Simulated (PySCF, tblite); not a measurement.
# C₇H₁₁FO: geometry, infrared bands and NMR shifts

Wanted: the infrared bands and NMR shifts of C₇H₁₁FO (`CC1(C(=O)F)CCCC1`), by calculation.

The runs use tblite 0.8.0 and PySCF 2.14.0, with density-fitted response routines of our own; the level of theory stands in each step. All values are computed, except where a source is named. Atoms are numbered from 0 throughout.

## (1) The starting structure

20 atoms, charge 0, multiplicity 1; geometry from: force field or distance geometry start.

Bonds of the start (Å): C0–C1 1.51, C1–C2 1.47, C2–O3 1.23, C2–F4 1.39, C1–C5 1.52, C5–C6 1.52, C6–C7 1.53, C7–C8 1.52, C8–C1 1.52, C0–H9 1.09, C0–H10 1.13, C0–H11 1.09, C5–H12 1.13, C5–H13 1.09, C6–H14 1.09, C6–H15 1.10, C7–H16 1.09, C7–H17 1.10, C8–H18 1.12, C8–H19 1.08.

## (2) Geometry optimisation with GFN2-xTB

The job: settings as JSON, then the geometry in Å.

```
{"job": {"kind": "relax", "xc": "GFN2-xTB", "basis": "xTB"}, "charge": 0, "multiplicity": 1}
C     -1.652500     0.703500    -0.728300
C     -0.606300    -0.052200     0.049700
C     -1.262700    -1.027300     0.936400
O     -1.023800    -2.222600     0.786800
F     -2.165700    -0.605100     1.900200
C      0.268200     0.935200     0.798200
C      1.613300     0.779700     0.100600
C      1.611700    -0.738900    -0.104800
C      0.312000    -0.832900    -0.883200
H     -1.890500     0.166700    -1.644300
H     -2.582600     0.681800    -0.094100
H     -1.275400     1.716500    -0.877500
H      0.406300     0.589600     1.865100
H     -0.117400     1.955400     0.745500
H      1.500900     1.289800    -0.861200
H      2.467600     1.082400     0.722400
H      1.469200    -1.226200     0.861600
H      2.483700    -1.101400    -0.670500
H      0.474300    -0.246300    -1.820200
H     -0.035500    -1.837000    -1.085500
```

Run with:

```sh
> OMP_NUM_THREADS=1 python probes_run.py task.json out
```

The driver reads the jobs from task.json and runs them one after another.

**Question.** This job is followed by: GFN2-xTB harmonic vibrations, gas phase; GIAO PBE0/pcSseg-1 NMR shielding, non-relativistic, gas phase. What will the session give for the following? strongest single infrared mode (GFN2-xTB); zero-point energy (GFN2-xTB); ¹³C shifts against TMS (PBE0/pcSseg-1, means over atoms taken as alike); ¹H shifts against TMS (PBE0/pcSseg-1, means over atoms taken as alike); ¹⁷O shifts against H2O (PBE0/pcSseg-1); ¹⁹F shifts against CFCl3 (PBE0/pcSseg-1).

The runs gave:

| quantity | value |
| --- | --- |
| strongest single infrared mode (GFN2-xTB) | 1865 cm⁻¹, 420 km/mol |
| zero-point energy (GFN2-xTB) | 105.5 kcal/mol |
| ¹³C shifts against TMS (PBE0/pcSseg-1, means over atoms taken as alike) | 178.4, 49.4, 40.6, 31.0, 28.3 ppm |
| ¹H shifts against TMS (PBE0/pcSseg-1, means over atoms taken as alike) | 2.43, 1.72, 1.67, 1.50, 1.48 ppm |
| ¹⁷O shifts against H2O (PBE0/pcSseg-1) | 438.1 ppm |
| ¹⁹F shifts against CFCl3 (PBE0/pcSseg-1) | 28.6 ppm |

What this shows: The optimisation took 63 steps and gained 0.919 eV; among the close pairs (by a distance rule), C2–O3 changed most, from 1.228 to 1.180 Å. No mode is imaginary among the 54: a minimum at this level. The strongest single mode, at 1865 cm⁻¹, moves mainly C2 and O3. Unscaled tight-binding wavenumbers are off by several per cent, some by more. Its intensities can rank the bands wrongly. At PBE0/pcSseg-1: Shielding is most anisotropic at O3 (span 629 ppm, paramagnetic term -504 ppm).
